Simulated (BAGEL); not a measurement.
# Si2H4F2 (SMILES F[SiH](F)[SiH3]), step by step

Wanted: a single-point energy (HF/def2-SVP), then a single-point energy (NEVPT2(2,2)/def2-SVP), then the energy (CASPT2(2,2)/def2-SVP) of Si2H4F2. 

Program for the calculation: BAGEL 1.2.2.

2 further runs of the same task are left out: 2 set aside as unsound or not needed.

**1. The system as given**

Si2H4F2 has 8 atoms, charge 0, and is taken as a singlet. As SMILES, `F[SiH](F)[SiH3]`. The Si2–Si4 distance was set to 6.557 Å, away from the relaxed value. At this shape a bond of the SMILES string is far longer than usual.

Bond lengths: F1–Si2 1.593 Å, Si2–F3 1.593 Å, Si2–H5 1.482 Å, Si4–H6 1.486 Å, Si4–H7 1.486 Å, Si4–H8 1.485 Å. Angles: F1–Si2–F3 107.0°, F1–Si2–H5 107.3°, F3–Si2–H5 107.3°, H6–Si4–H7 109.2°, H6–Si4–H8 109.8°, H7–Si4–H8 109.8°.

**2. A single-point energy at HF/def2-SVP (density fitting with svp-jkfit) (run 1)**

The input, job.json:

```json
{ "bagel" : [

{
  "title" : "molecule",
  "basis" : "svp",
  "df_basis" : "svp-jkfit",
  "geometry" : [
    { "atom" : "F", "xyz" : [     9.10571903,    -4.33569880,     5.51636000 ] },
    { "atom" : "Si", "xyz" : [     9.27560541,    -2.96394661,     2.84145267 ] },
    { "atom" : "F", "xyz" : [    10.32799389,    -4.98973301,     0.87802723 ] },
    { "atom" : "Si", "xyz" : [    -2.03183353,     0.70448990,    -0.65554599 ] },
    { "atom" : "H", "xyz" : [    11.20161428,    -0.94326246,     3.06406241 ] },
    { "atom" : "H", "xyz" : [    -3.01449111,     2.55547664,     1.21490493 ] },
    { "atom" : "H", "xyz" : [    -1.85797873,     1.93753620,    -3.17341708 ] },
    { "atom" : "H", "xyz" : [    -3.75620862,    -1.50573378,    -0.79878723 ] }
  ]
},

{ "title" : "hf" },

{ "title" : "print", "file" : "orbitals.molden", "orbitals" : true }

]}
```

The run is started by

```sh
$ BAGEL_NUM_THREADS=1 BAGEL job.json > job.out
```

Standard output:

```text
* using 1 threads per process

  ===============================================================
  ===============================================================

  *** Geometry ***

  { "atom" : "F", "xyz" : [      9.105719,     -4.335699,      5.516360 ] },
  { "atom" : "Si", "xyz" : [      9.275605,     -2.963947,      2.841453 ] },
  { "atom" : "F", "xyz" : [     10.327994,     -4.989733,      0.878027 ] },
[... 4 lines of this table left out ...]
  { "atom" : "H", "xyz" : [     -3.756209,     -1.505734,     -0.798787 ] },

  Number of auxiliary basis functions:      482

  Since a DF basis is specified, we compute 2- and 3-index integrals:
    o Being stored without compression. Storage requirement is 0.027 GB

  Number of basis functions:       84
  Number of electrons      :       50

    * METHOD: MOLECULE                             0.20

  *** RHF ***

  === Nuclear Repulsion ===
   167.0416509863

      * DIIS with orbital gradients will be used.

  === RHF iteration (svp) ===
      0       -778.35019926          0.01900919           0.07
      1       -778.41612053          0.01491872           0.06
      2       -778.54298856          0.00568558           0.06
[... 9 lines of this table left out ...]
     12       -778.59076894          0.00000001           0.07
    * SCF iteration converged.

    * Permanent dipole moment:
           (    1.197173,    -0.949142,     0.449198) a.u.

    * METHOD: HF                                   1.00

    * METHOD: PRINT                                0.02

  ===============================================================
```

Wall time 1.4 s (1 thread of Arm Neoverse V1, shared host); peak memory 0.14 GiB.

**3. The energy at NEVPT2(2,2)/def2-SVP (density fitting with svp-jkfit) (run 2)**

The input, nevpt2.json:

```json
{ "bagel": [

{
  "title": "molecule",
  "basis": "svp",
  "df_basis": "svp-jkfit",
  "geometry": [
    { "atom": "F", "xyz": [  9.10571903, -4.33569880,  5.51636000 ] },
    { "atom": "Si", "xyz": [  9.27560541, -2.96394661,  2.84145267 ] },
    { "atom": "F", "xyz": [ 10.32799389, -4.98973301,  0.87802723 ] },
    { "atom": "Si", "xyz": [ -2.03183353,  0.70448990, -0.65554599 ] },
    { "atom": "H", "xyz": [ 11.20161428, -0.94326246,  3.06406241 ] },
    { "atom": "H", "xyz": [ -3.01449111,  2.55547664,  1.21490493 ] },
    { "atom": "H", "xyz": [ -1.85797873,  1.93753620, -3.17341708 ] },
    { "atom": "H", "xyz": [ -3.75620862, -1.50573378, -0.79878723 ] }
  ]
},
{
  "title": "hf"
},
{
  "title": "nevpt2",
  "nstate": 1,
  "nact": 2,
  "nclosed": 24,
  "active": [25, 26],
  "maxiter": 200,
  "natocc": "true",
  "ncore": 12
},
{
  "title": "print",
  "file": "orbitals.molden",
  "orbitals": "true"
}

]}
```

The run is started by

```sh
$ BAGEL_NUM_THREADS=1 BAGEL nevpt2.json > nevpt2.out
```

Standard output:

```text
* using 1 threads per process

  ===============================================================
  ===============================================================

  *** Geometry ***

  { "atom" : "F", "xyz" : [      9.105719,     -4.335699,      5.516360 ] },
  { "atom" : "Si", "xyz" : [      9.275605,     -2.963947,      2.841453 ] },
  { "atom" : "F", "xyz" : [     10.327994,     -4.989733,      0.878027 ] },
[... 4 lines of this table left out ...]
  { "atom" : "H", "xyz" : [     -3.756209,     -1.505734,     -0.798787 ] },

[... 23 lines left out ...]
    * SCF iteration converged.
[... 1 line left out ...]
    * Permanent dipole moment:
[... 28 lines left out ...]
    * Second-order optimization converged. *
[... 9 lines left out ...]
     * ci vector, state   0, <S^2> = 0.0000
       2.     0.7147574811
       .2    -0.6993723924

  === DF-NEVPT2 calculation ===

    * 3-index integral transformation done
    * assembly done

      NEVPT2 correlation energy:   -0.5429456787      0.17

          (+0)     -0.4928042795
          (+0)'    -0.0048267642
          (+1)     -0.0152721649
          (+1)'    -0.0000000000
          (+2)     -0.0000008880
          (-1)     -0.0300358947
          (-1)'     0.0000000000
          (-2)     -0.0000056875

      NEVPT2 total energy:       -779.2807801922

    * METHOD: NEVPT2                               1.98

    * METHOD: PRINT                                0.02

  ===============================================================
```

Wall time 3.6 s (1 thread of Arm Neoverse V1, shared host); peak memory 0.14 GiB.

**4. The energy at CASPT2(2,2)/def2-SVP (density fitting with svp-jkfit) (run 3)**

The input, input.json:

```json
{ "bagel" : [

{
  "title" : "molecule",
  "basis" : "svp",
  "df_basis" : "svp-jkfit",
  "geometry" : [
    { "atom" : "F", "xyz" : [     9.10571903,    -4.33569880,     5.51636000 ] },
    { "atom" : "Si", "xyz" : [     9.27560541,    -2.96394661,     2.84145267 ] },
    { "atom" : "F", "xyz" : [    10.32799389,    -4.98973301,     0.87802723 ] },
    { "atom" : "Si", "xyz" : [    -2.03183353,     0.70448990,    -0.65554599 ] },
    { "atom" : "H", "xyz" : [    11.20161428,    -0.94326246,     3.06406241 ] },
    { "atom" : "H", "xyz" : [    -3.01449111,     2.55547664,     1.21490493 ] },
    { "atom" : "H", "xyz" : [    -1.85797873,     1.93753620,    -3.17341708 ] },
    { "atom" : "H", "xyz" : [    -3.75620862,    -1.50573378,    -0.79878723 ] }
  ]
},

{ "title" : "hf" },

{ "title" : "casscf", "nstate" : 1, "nact" : 2, "nclosed" : 24, "active" : [25, 26], "maxiter" : 200, "natocc" : "true" },

{ "title" : "print", "file" : "orbitals.molden", "orbitals" : "true" },

{ "title" : "smith", "method" : "caspt2", "ms" : "true", "xms" : "true", "sssr" : "true", "shift" : 0.2, "shift_imag" : "true", "ncore" : 12 }

]}
```

The run is started by

```sh
$ BAGEL_NUM_THREADS=1 BAGEL input.json > input.out
```

Standard output:

```text
* using 1 threads per process

  ===============================================================
  ===============================================================

  *** Geometry ***

  { "atom" : "F", "xyz" : [      9.105719,     -4.335699,      5.516360 ] },
  { "atom" : "Si", "xyz" : [      9.275605,     -2.963947,      2.841453 ] },
  { "atom" : "F", "xyz" : [     10.327994,     -4.989733,      0.878027 ] },
[... 4 lines of this table left out ...]
  { "atom" : "H", "xyz" : [     -3.756209,     -1.505734,     -0.798787 ] },

[... 25 lines left out ...]
    * Permanent dipole moment:
[... 37 lines left out ...]
     * ci vector, state   0, <S^2> = 0.0000
[... 21 lines left out ...]
       #      aibj      arbs      arbi      airj      risj      airs      arst      rist         Etot      error   time
[... 7 lines left out ...]
      ------------------------------------------------------------------------------------------------------------------

    * CASPT2 energy : state  0     -779.2860038382
        w/o shift correction       -779.2838136505
        reference weight              0.8697663605

    * METHOD: SMITH                                0.53

  ===============================================================
```

Wall time 3.9 s (1 thread of Arm Neoverse V1, shared host); peak memory 0.17 GiB.

**5. Results**

| quantity | value |
| --- | --- |
| run 1, HF/def2-SVP: total energy | -778.59077 Eh |
| run 1, HF/def2-SVP: dipole moment | 4.05 D |
| run 1, HF/def2-SVP: HOMO energy | -5.78 eV |
| run 1, HF/def2-SVP: LUMO energy | -3.00 eV |
| run 1, HF/def2-SVP: HOMO–LUMO gap | 2.78 eV |
| run 2, NEVPT2(2,2)/def2-SVP: total energy | -779.28078 Eh |
| run 3, CASPT2(2,2)/def2-SVP: total energy | -779.28600 Eh |

In words: One bond (run 1, HF/def2-SVP) is far stretched, which a spin-restricted single reference describes badly; a broken-symmetry solution may lie lower.
